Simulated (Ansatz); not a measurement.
# Al2BAs3: the cost of one run

Code: Ansatz 0.2.0. PAW datasets, plane waves. Spin-unpolarised throughout. Whether this structure exists isn't addressed.

## Step 1: The structure to begin with

The cell was relaxed beforehand with r2SCAN.

The symmetry is Imm2 (No. 44, orthorhombic); conventional cell a = 3.770 Å, b = 11.425 Å, c = 5.464 Å, 19.61 Å³ an atom. B has 4 As at 2.09–2.21 Å; As has 2 B at 2.21 Å and 2 Al at 2.46 Å; Al has 4 As at 2.42–2.46 Å; As has 1 B at 2.09 Å and 3 Al at 2.42–2.45 Å.

Structure file:

```
B As Al
1.0
    -1.88487    5.71256    2.73219
     1.88487   -5.71256    2.73219
     1.88487    5.71256   -2.73219
B As Al
1 3 2
Direct
  0.00648 0.00648 0.00000
  0.79504 0.29504 0.50000
  0.37411 0.22355 0.15055
  0.07300 0.22355 0.84945
  0.66364 0.00069 0.66296
  0.33773 0.00069 0.33704
```

## Step 2: Band structure with PBE

File input.yaml:

```yaml
crystal:
  lattice:
    - [-1.8848738041, 5.7125556241, 2.7321912951]
    - [1.8848738041, -5.7125556241, 2.7321912951]
    - [1.8848738041, 5.7125556241, -2.7321912951]
  atoms:
    - { symbol: B, position: [0.006479232, 0.006479232, 0.0] }
    - { symbol: As, position: [0.7950374751, 0.2950374751, 0.5] }
    - { symbol: Al, position: [0.6636432013, 0.000687164, 0.6629560373] }
    - { symbol: As, position: [0.3741051684, 0.2235544825, 0.150550686] }
    - { symbol: Al, position: [0.3377311266, 0.000687164, 0.3370439627] }
    - { symbol: As, position: [0.0730037965, 0.2235544825, 0.849449314] }
kpoints:
  mp_grid: { grid: [8, 8, 8] }
  band_path:
    path:
      - [[0.0, 0.0, 0.0], [0.5, -0.5, 0.5], [0.2772172148882, -0.2772172148882, 0.7227827851118]]
      - [[-0.2772172148882, 0.2772172148882, 0.2772172148882], [0.0, 0.0, 0.0], [0.3071875289834, 0.3071875289834, -0.3071875289834]]
      - [[0.6928124710166, -0.3071875289834, 0.3071875289834], [0.5, -0.5, 0.5]]
      - [[0.0, 0.0, 0.0], [2.484557458024e-17, 0.5, -2.484557458024e-17], [0.25, 0.25, 0.25], [0.5, 2.484557458024e-17, 1.049392188046e-17], [0.0, 0.0, 0.0], [2.194704293329e-17, -2.194704293329e-17, 0.5], [0.25, 0.25, 0.25]]
    npoints: 10
hamiltonian:
  xc: pbe
scf:
  occupations: { method: fermi_dirac, width: 0.02 }
  n_extra_bands: 5
output:
  forces: true
  stress: true
  eigenvalues: true
  write_density: true
  write_potential: true
  elf: true
  volumetric_format: npy
```

On the command line:

```sh
> ansatz run input.yaml --threads 4 --pin off --max-ram 6451MiB --backend cpu --events-out ev --progress --plain --runs-dir out
```

What time and memory should one allow on 4 threads of Arm Neoverse V2, shared host?

About 14 s, with a peak of 0.64 GiB.
